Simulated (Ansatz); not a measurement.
Predict the output of the script below (Ansatz's Python interface).

The script reads `ch5clgete.xyz`:
```text
9

Cl   -0.65480   -0.25280   -2.30820
C    -0.38130    0.45950   -0.70680
Ge    0.85030   -0.68430    0.21500
Te   -2.13220    0.58000    0.40110
H     0.05580    1.47210   -0.82530
H     1.16740   -0.08350    1.63360
H     2.23080   -0.76160   -0.57410
H     0.31610   -2.08830    0.36560
H    -1.36370    1.31270    1.78190
```

The script, `scan_ch5clgete.py`:
```python
'''Potential curve of CH5ClGeTe along one bond.'''

import ansatz
import numpy as np

geometry = ansatz.Crystal.molecule_from_extxyz('ch5clgete.xyz')

symbols = [site.symbol for site in geometry.cartesian_sites]
start = np.array([site.position_ang for site in geometry.cartesian_sites])
axis = (start[5] - start[2]) / np.linalg.norm(start[5] - start[2])
moving = [5]
lengths, energies = [1.384, 1.447, 1.51, 1.573, 1.636, 1.699, 1.762, 1.856], []
for length in lengths:
    xyz = start.copy()
    xyz[moving] += (length - np.linalg.norm(start[5] - start[2])) * axis
    point = ansatz.Crystal.molecule()
    for symbol, place in zip(symbols, xyz):
        point = point.atom(symbol, place.tolist())
    setup = (
        point.calculation()
        .basis(gaussian='def2-SVP')
        .functional('r2scan0')
    )
    summary = setup.run(threads=1).report
    energies.append(summary['free_energy_ev'])
    print(f'r = {length:6.3f} A  E = {energies[-1]:.5f} eV  <S^2> = {abs(summary["mean_field"]["state"]["spin_squared"]):.3f}')

# quartic fit about the minimum
fit = np.polynomial.Polynomial.fit(lengths, np.array(energies) - min(energies), 4).convert()
roots = [r.real for r in fit.deriv().roots() if abs(r.imag) < 1e-9 and fit.deriv(2)(r.real) > 0]
r_e = min(roots, key=lambda r: abs(r - lengths[int(np.argmin(energies))]))
print(f'minimum of the fit at {r_e:.4f} A, force constant {fit.deriv(2)(r_e):.2f} eV/A^2')
```

`python scan_ch5clgete.py` gives:
```text
r =  1.384 A  E = -77439.14861 eV  <S^2> = 0.000
r =  1.447 A  E = -77439.31926 eV  <S^2> = 0.000
r =  1.510 A  E = -77439.38890 eV  <S^2> = 0.000
r =  1.573 A  E = -77439.38118 eV  <S^2> = 0.000
r =  1.636 A  E = -77439.31467 eV  <S^2> = 0.000
r =  1.699 A  E = -77439.20394 eV  <S^2> = 0.000
r =  1.762 A  E = -77439.06042 eV  <S^2> = 0.000
r =  1.856 A  E = -77438.80425 eV  <S^2> = 0.000
minimum of the fit at 1.5337 A, force constant 17.67 eV/A^2
```

Total energies depend on the basis set; only differences at equal settings carry meaning. The rest of the molecule is held rigid at a force-field or estimated start geometry, and the basis set is modest; single-reference methods fail as a bond breaks. def2 sets replace the cores of elements past krypton by effective core potentials. The orbitals are restricted, so S² is zero by construction. The whole script took 110 s on 1 thread of Arm Neoverse V1, on a shared host, peak memory 0.39 GiB.
